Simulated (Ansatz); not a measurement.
# CaNb2O5: the cost of one run

Computed with Ansatz 0.2.0 (DFT PBE, scalar-relativistic, plane waves, PAW, unless a step's input says otherwise).

1 further run of the same task is left out (set aside as unsound or not needed).

## 1. Starting point

The structure is hexagonal, space group P6mm (No. 183). The conventional cell has a = 7.358 Å, b = 7.358 Å, c = 4.428 Å, α = 90.00°, β = 90.00°, γ = 120.00°. Ca (site symmetry 6mm) is surrounded by 18 O at 4.26 to 4.31 Å and 2 Ca at 4.43 Å. Nb (site symmetry 3m) is surrounded by 4 O at 1.86 to 2.12 Å. Around O (site symmetry 3m) lie 1 Nb at 1.86 Å. O (site symmetry 2mm) is surrounded by 2 Nb at 2.12 Å.

As a file:

```xyz
8
Lattice="7.3584 0.0000 0.0000 -3.6792 6.3725 0.0000 0.0000 0.0000 4.4282" Properties=species:S:1:pos:R:3 pbc="T T T"
Ca    0.0000    0.0000    0.0000
Nb    0.0000    4.2483    2.2141
Nb    3.6792    2.1242    2.2141
O     0.0000    4.2483    4.0782
O    -1.8396    3.1863    2.1906
O     1.8396    3.1863    2.1906
O     3.6792    0.0000    2.1906
O     3.6792    2.1242    4.0782
```

Recipe of the guess: 5-connected net, bridging atoms on its edges, bridges bent, guests in its cages (P6mm, No. 183). Lengths come from tabulated atomic sizes and are only a guess.

## 2. A first look at the guess

input.yaml reads:

```yaml
crystal:
  lattice:
    - [7.35835629, 0.0, 0.0]
    - [-3.67917814, 6.37252347, 0.0]
    - [0.0, 0.0, 4.42815002]
  atoms:
    - { symbol: Ca, position: [0.0, 0.0, 0.0] }
    - { symbol: Nb, position: [0.33333333, 0.66666667, 0.5] }
    - { symbol: Nb, position: [0.66666667, 0.33333333, 0.5] }
    - { symbol: O, position: [0.33333333, 0.66666667, 0.92096022] }
    - { symbol: O, position: [0.0, 0.5, 0.49470688] }
    - { symbol: O, position: [0.5, 0.5, 0.49470688] }
    - { symbol: O, position: [0.5, 0.0, 0.49470688] }
    - { symbol: O, position: [0.66666667, 0.33333333, 0.92096022] }
basis:
  ecutwfc: 420
kpoints:
  mp_grid: { grid: [3, 3, 4] }
hamiltonian:
  xc: pbe
scf:
  occupations: { method: gaussian, width: 0.1 }
  lower_state_search: "off"
output:
  forces: true
  stress: true
  eigenvalues: true
```

Launch:

```sh
> ansatz run input.yaml --threads 1 --pin off --max-ram 2560MiB --backend cpu --events-out ev --progress --plain --runs-dir out
```

Q: Estimate wall time and peak memory on 1 thread of Arm Neoverse V1, shared host.

About 9.1 s, with a peak of 0.39 GiB.
